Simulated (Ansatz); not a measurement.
**CH8BNO2Si: up Jacob's ladder to CCSD(T)**

The task here is to estimate one member of a computed series from the others.

Program: Ansatz 0.2.0, Gaussian basis. Level of theory: functionals in def2-TZVPP, the program's frozen cores in correlated methods. These are calculated values, not measurements.

The runs, in order: PBE-D4, r2SCAN-D4, PBE0-D4, B3LYP-D4, ωB97X-V, ωB97M-V, B2PLYP; CCSD(T)/def2-TZVPP; MP2/def2-QZVPP; extrapolation to the limit.

**Structure used throughout**

All runs share one geometry, relaxed beforehand with PBE0-D4 in a triple-zeta def2 set.

SMILES `COB(N)O[SiH3]`, 14 atoms, charge 0, spin multiplicity 1.

Atoms are counted from 1 here; the program's logs count them from 0.

Bond lengths: C1–O2 1.405 Å, C1–H7 1.091 Å, C1–H8 1.095 Å, C1–H9 1.096 Å, O2–B3 1.371 Å, B3–N4 1.406 Å, B3–O5 1.374 Å, N4–H10 1.003 Å, N4–H11 1.002 Å, O5–Si6 1.627 Å, Si6–H12 1.484 Å, Si6–H13 1.487 Å, Si6–H14 1.488 Å. Angles: O2–C1–H7 107.8°, O2–C1–H8 111.9°, O2–C1–H9 111.8°, H7–C1–H8 108.4°, H7–C1–H9 108.0°, H8–C1–H9 108.7°, C1–O2–B3 121.6°, O2–B3–N4 117.7°, O2–B3–O5 123.3°, N4–B3–O5 119.0°, B3–N4–H10 122.2°, B3–N4–H11 122.4°, H10–N4–H11 115.4°, B3–O5–Si6 147.5°, O5–Si6–H12 108.0°, O5–Si6–H13 111.0°, O5–Si6–H14 111.0°, H12–Si6–H13 108.9° and more.

Coordinates:

```mol
CH8BNO2Si
  3D, bonds by distance, orders not assigned

 14 13  0  0  0  0  0  0  0  0999 V2000
    1.6536   -0.6168    0.6083 C   0  0
    0.9469    0.4970    1.0916 O   0  0
   -0.3242    0.7815    0.6636 B   0  0
   -0.9829    1.8743    1.2539 N   0  0
   -0.9806    0.0470   -0.2949 O   0  0
   -0.8710   -0.8857   -1.6239 Si  0  0
    2.6032   -0.6676    1.1424 H   0  0
    1.1092   -1.5510    0.7806 H   0  0
    1.8705   -0.5286   -0.4623 H   0  0
   -0.5607    2.4257    1.9773 H   0  0
   -1.9105    2.1478    0.9904 H   0  0
   -2.1841   -0.8569   -2.3144 H   0  0
   -0.5459   -2.2910   -1.2633 H   0  0
    0.1764   -0.3756   -2.5493 H   0  0
  1  2  8  0
  2  3  8  0
  3  4  8  0
  3  5  8  0
  5  6  8  0
  1  7  8  0
  1  8  8  0
  1  9  8  0
  4 10  8  0
  4 11  8  0
  6 12  8  0
  6 13  8  0
  6 14  8  0
M  END
```

The first run:

in.yaml

```yaml
crystal:
  periodic: [false, false, false]
  atoms:
    - {symbol: C, position_ang: [1.653636, -0.616840, 0.608341]}
    - {symbol: O, position_ang: [0.946854, 0.497025, 1.091627]}
    - {symbol: B, position_ang: [-0.324248, 0.781500, 0.663551]}
    - {symbol: N, position_ang: [-0.982914, 1.874276, 1.253858]}
    - {symbol: O, position_ang: [-0.980567, 0.047011, -0.294872]}
    - {symbol: Si, position_ang: [-0.871043, -0.885714, -1.623939]}
    - {symbol: H, position_ang: [2.603232, -0.667589, 1.142403]}
    - {symbol: H, position_ang: [1.109231, -1.551005, 0.780642]}
    - {symbol: H, position_ang: [1.870535, -0.528594, -0.462336]}
    - {symbol: H, position_ang: [-0.560670, 2.425671, 1.977291]}
    - {symbol: H, position_ang: [-1.910459, 2.147772, 0.990412]}
    - {symbol: H, position_ang: [-2.184073, -0.856926, -2.314385]}
    - {symbol: H, position_ang: [-0.545892, -2.290989, -1.263318]}
    - {symbol: H, position_ang: [0.176366, -0.375609, -2.549284]}
basis:
  gaussian: {orbitals: def2-TZVPP}
hamiltonian: {xc: pbe, dispersion: d4}
output: {forces: true, orbitals: {seedname: orbitals}}
```

Command:

```sh
$ ansatz run in.yaml --threads 2 --pin off --events-out ev --progress --plain --max-ram 22528MiB --backend cuda --devices 0, --max-vram 18GiB
```

Among the steps run: PBE-D4 (GGA); r2SCAN-D4 (meta-GGA); PBE0-D4 (hybrid); B3LYP-D4 (hybrid); ωB97X-V (range-separated); ωB97M-V (range-separated); B2PLYP (double hybrid); CCSD(T) in def2-TZVPP; MP2 in def2-QZVPP.

One table of the session follows, with a row left open; its other results are not shown here.

| method | atomisation energy (kJ/mol) |
| --- | --- |
| PBE-D4 | 5525.2 |
| r2SCAN-D4 | 5459.3 |
| PBE0-D4 | 5431.9 |
| B3LYP-D4 | 5465.2 |
| ωB97X-V | ? |
| ωB97M-V | 5477.7 |
| B2PLYP | 5406.1 |
| HF/def2-TZVPP | 4007.5 |
| MP2/def2-TZVPP | 5400.6 |
| CCSD/def2-TZVPP | 5236.9 |
| CCSD(T)/def2-TZVPP | 5307.4 |
| MP2/CBS | 5547.1 |
| CCSD(T)/CBS | 5453.9 |

Estimate the missing values for ωB97X-V.

As computed: atomisation energy (kJ/mol): 5470.8. In the column «atomisation energy (kJ/mol)» it lies between B3LYP-D4 (5465.2) and ωB97M-V (5477.7).

Limits of these values: Free atoms (1 C, 2 O, 1 B, 1 N, 1 Si, 8 H) were run apart at each level; the atomisation energy is their sum less the molecule, without zero-point or spin-orbit terms.
